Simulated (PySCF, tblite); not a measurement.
# C₈H₆FN₂P: geometry, infrared bands and NMR shifts

Aim: predict the infrared bands and NMR shifts of C₈H₆FN₂P (`Fc1ccccc1-n1cpcn1`).

Programs: tblite 0.8.0 and PySCF 2.14.0, with density-fitted response routines of our own. Each step states its level of theory. These are calculated values for one molecule in the gas phase, unless marked as measured. Atoms are numbered from 0 throughout.

### 1 The starting structure

18 atoms, charge 0, multiplicity 1; geometry from: force field or distance geometry start.

Bonds of the start (Å): F0–C1 1.37, C1–C2 1.37, C2–C3 1.40, C3–C4 1.37, C4–C5 1.37, C5–C6 1.38, C6–N7 1.46, N7–C8 1.34, C8–P9 1.90, P9–C10 1.72, C10–N11 1.31, C6–C1 1.38, N11–N7 1.27, C2–H12 1.10, C3–H13 1.08, C4–H14 1.09, C5–H15 1.08, C8–H16 1.07, C10–H17 1.09.

### 2 Optimising the geometry with GFN2-xTB

Job settings and geometry (Å):

```
{"job": {"kind": "relax", "xc": "GFN2-xTB", "basis": "xTB"}, "charge": 0, "multiplicity": 1}
F     -0.386700    -1.846500     1.497200
C     -0.903400    -0.841200     0.721900
C     -2.270500    -0.701100     0.706300
C     -2.783500     0.330300    -0.090000
C     -1.979500     1.171600    -0.807800
C     -0.612300     1.026900    -0.790500
C     -0.100900     0.012200    -0.008800
N      1.351200    -0.134500     0.023600
C      1.966800    -0.915500    -0.870700
P      3.809600    -0.784900    -0.431900
C      3.379400     0.280900     0.853300
N      2.082500     0.447400     0.879200
H     -2.948500    -1.347100     1.277800
H     -3.856900     0.436200    -0.105300
H     -2.464000     1.952500    -1.398900
H      0.050500     1.677600    -1.338500
H      1.574600    -1.500100    -1.676600
H      4.082900     0.741800     1.548300
```

Run with:

```
$ OMP_NUM_THREADS=1 python probes_run.py task.json out
```

This one command runs all jobs of the session in turn.

**Question.** This job is followed by: GFN2-xTB harmonic vibrations, gas phase; GIAO PBE0/pcSseg-1 NMR shielding, non-relativistic, gas phase. What will the session give for the following? strongest single infrared mode (GFN2-xTB); zero-point energy (GFN2-xTB); 13C shifts against TMS (PBE0/pcSseg-1); 1H shifts against TMS (PBE0/pcSseg-1); 19F shifts against CFCl3 (PBE0/pcSseg-1); 15N shifts against NH3 (PBE0/pcSseg-1); 31P shifts against H3PO4 (PBE0/pcSseg-1); surface potential, 1st and 99th percentile.

As calculated:

| quantity | value |
| --- | --- |
| strongest single infrared mode (GFN2-xTB) | 1362 cm⁻¹, 155 km/mol |
| zero-point energy (GFN2-xTB) | 77.8 kcal/mol |
| 13C shifts against TMS (PBE0/pcSseg-1) | 167.9, 165.9, 162.4, 133.5, 133.4, 132.6, 130.6, 123.3 ppm |
| 1H shifts against TMS (PBE0/pcSseg-1) | 9.61, 8.97, 8.97, 7.62, 7.62, 7.58 ppm |
| 19F shifts against CFCl3 (PBE0/pcSseg-1) | -135.9 ppm |
| 15N shifts against NH3 (PBE0/pcSseg-1) | 368.0, 254.6 ppm |
| 31P shifts against H3PO4 (PBE0/pcSseg-1) | 122.7 ppm |
| surface potential, 1st and 99th percentile | -1.07 V and 1.16 V |

**Reading.** Over 103 steps the energy fell by 0.983 eV; of the close pairs, C8–P9 changed most, 1.899 to 1.717 Å. No mode is imaginary among the 48: a minimum at this level. The strongest single mode, at 1362 cm⁻¹, is spread over many atoms; the largest shares are those of N7, C8. Unscaled tight-binding wavenumbers are off by several per cent, some by more. Its intensities can rank the bands wrongly. At PBE0/pcSseg-1: Shielding is most anisotropic at N11 (span 538 ppm, paramagnetic term -426 ppm). NICS(1)zz of -26 ppm above the planar ring from C1 marks a diatropic (aromatic) ring current. NICS(1)zz of -28 ppm above the planar ring from N7 marks a diatropic (aromatic) ring current. At PBE0/pcSseg-1, counted by nearest atom on the grid, the HOMO lies on P9 34 %; N7 12 %, the LUMO on C8 16 %; P9 13 %.
